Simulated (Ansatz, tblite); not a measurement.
**The cluster Pb3F6: a ladder of methods and basis sets**

How do method and basis change the picture of the cluster Pb3F6 (singlet)?

Program: Ansatz 0.2.0, Gaussian basis. Level of theory: as each input shows. These are calculated values, not measurements.

Levels to be run: GFN1-xTB, GFN2-xTB, PBE-D4/def2-TZVP, r2SCAN-D4/def2-TZVP, ωB97M-V/def2-TZVP, B2PLYP/def2-TZVP, ωB97X-V/def2-TZVP, PBE-D4/def2-SVP, PBE0-D4/def2-SVP, PBE0-D4/def2-TZVPD, PBE-D4/def2-TZVPD, ωB97M-V/def2-TZVPD, CCSD(T)/def2-SVP, MP2/def2-TZVP, RPA/def2-TZVP.

4 further runs of the same task are left out: 1 that didn't finish, 3 set aside as unsound or not needed. Runs told in other sessions of the task aren't counted.

### 1 The geometry

The geometry is that of the singlet, from an earlier relaxation (B3LYP-D4/def2-SVP). At that level it is the lowest of the isomers that a small search found.

9 atoms, charge 0, spin multiplicity 1.

Bond lengths: Pb1–F4 2.285 Å, Pb1–F5 2.285 Å, Pb1–F6 2.285 Å, Pb1–F7 2.285 Å, Pb2–F4 2.285 Å, Pb2–F7 2.285 Å, Pb2–F8 2.285 Å, Pb2–F9 2.285 Å, Pb3–F5 2.285 Å, Pb3–F6 2.285 Å, Pb3–F8 2.285 Å, Pb3–F9 2.285 Å. Angles: F4–Pb1–F5 76.0°, F4–Pb1–F6 111.5°, F4–Pb1–F7 66.9°, F5–Pb1–F6 66.9°, F5–Pb1–F7 111.4°, F6–Pb1–F7 76.0°, F4–Pb2–F7 66.9°, F4–Pb2–F8 111.5°, F4–Pb2–F9 76.0°, F7–Pb2–F8 76.0°, F7–Pb2–F9 111.4°, F8–Pb2–F9 66.9°, F5–Pb3–F6 66.9°, F5–Pb3–F8 111.5°, F5–Pb3–F9 76.0°, F6–Pb3–F8 76.0°, F6–Pb3–F9 111.4°, F8–Pb3–F9 66.9° and more.

Pb takes a core potential in the def2 sets. No spin-orbit coupling is included.

PBE0-D4/def2-TZVP was run before; its log isn't repeated, and its numbers join the tables.

### 2 GFN1-xTB

Tight binding, by tblite at 300 K electronic temperature and without a spin-polarisation term:

```python
tblite.interface.Calculator('GFN1-xTB', numbers, positions, charge=0, uhf=0).singlepoint()
```

Energy -981.6534 eV, HOMO -11.06 eV, LUMO -4.97 eV; 0.007 s.

### 3 GFN2-xTB

Tight binding, by tblite at 300 K electronic temperature and without a spin-polarisation term:

```python
tblite.interface.Calculator('GFN2-xTB', numbers, positions, charge=0, uhf=0).singlepoint()
```

Energy -967.5504 eV, HOMO -11.28 eV, LUMO -3.70 eV; 0.005 s.

### 4 PBE-D4/def2-TZVP

start.molden holds the orbitals of an earlier run on this state, given as this run's starting guess.

Input file in.yaml:

```yaml
crystal:
  periodic: [false, false, false]
  atoms:
    - {symbol: Pb, position_ang: [-1.853672, -0.185862, 0.966896]}
    - {symbol: Pb, position_ang: [1.329144, 1.523827, 0.562859]}
    - {symbol: Pb, position_ang: [0.524513, -1.338005, -1.529787]}
    - {symbol: F, position_ang: [0.114386, 0.267869, 2.035032]}
    - {symbol: F, position_ang: [-0.508072, -1.947743, 0.415082]}
    - {symbol: F, position_ang: [-1.549464, -0.411235, -1.286366]}
    - {symbol: F, position_ang: [-0.926585, 1.803724, 0.332808]}
    - {symbol: F, position_ang: [0.914691, 0.912080, -1.599198]}
    - {symbol: F, position_ang: [1.955058, -0.624647, 0.102663]}
basis:
  gaussian: {orbitals: def2-TZVP, initial_orbitals: start.molden}
hamiltonian: {xc: pbe, dispersion: d4}
scf: {omitted_lower_state_checks: [starts]}
output: {orbitals: {seedname: orbitals}}
```

On the command line:

```bash
$ ansatz run in.yaml --threads 4 --pin off --events-out ev --progress --plain --max-ram 8704MiB
```

Further steps of the session: r2SCAN-D4/def2-TZVP; ωB97M-V/def2-TZVP; B2PLYP/def2-TZVP; ωB97X-V/def2-TZVP; PBE-D4/def2-SVP; PBE0-D4/def2-SVP; PBE0-D4/def2-TZVPD; PBE-D4/def2-TZVPD; ωB97M-V/def2-TZVPD; CCSD(T)/def2-SVP; MP2/def2-TZVP; RPA/def2-TZVP.

**Question.** What will the summary of the whole plan be? Wanted: gap in def2-TZVP, named functionals, smallest and largest; correlation energy, CCSD(T)/def2-SVP; correlation energy, MP2/def2-TZVP; binding an atom, CCSD(T)/def2-SVP; PBE0 total energy, smallest basis above largest.

The runs gave:

| quantity | value |
| --- | --- |
| gap in def2-TZVP, named functionals, smallest and largest | 5.20 eV (PBE-D4), 11.27 eV (ωB97X-V) |
| correlation energy, CCSD(T)/def2-SVP | -39.83 eV |
| correlation energy, MP2/def2-TZVP | -74.51 eV |
| binding an atom, CCSD(T)/def2-SVP | 3.358 eV |
| PBE0 total energy, smallest basis above largest | 21.08 eV (def2-SVP, def2-TZVPD) |

In words: Orbital gaps of the named functionals in def2-TZVP span 5.20 eV (PBE-D4) to 11.27 eV (ωB97X-V); exact exchange widens it. The functionals in def2-TZVP miss CCSD(T)/def2-SVP by +0.236 (PBE0-D4) to +0.509 eV (PBE-D4) an atom. The yardstick is in a double-zeta basis, so levels in larger sets aren't compared like for like. CCSD(T)/def2-SVP isn't at the basis-set limit; small misses against it rank nothing.
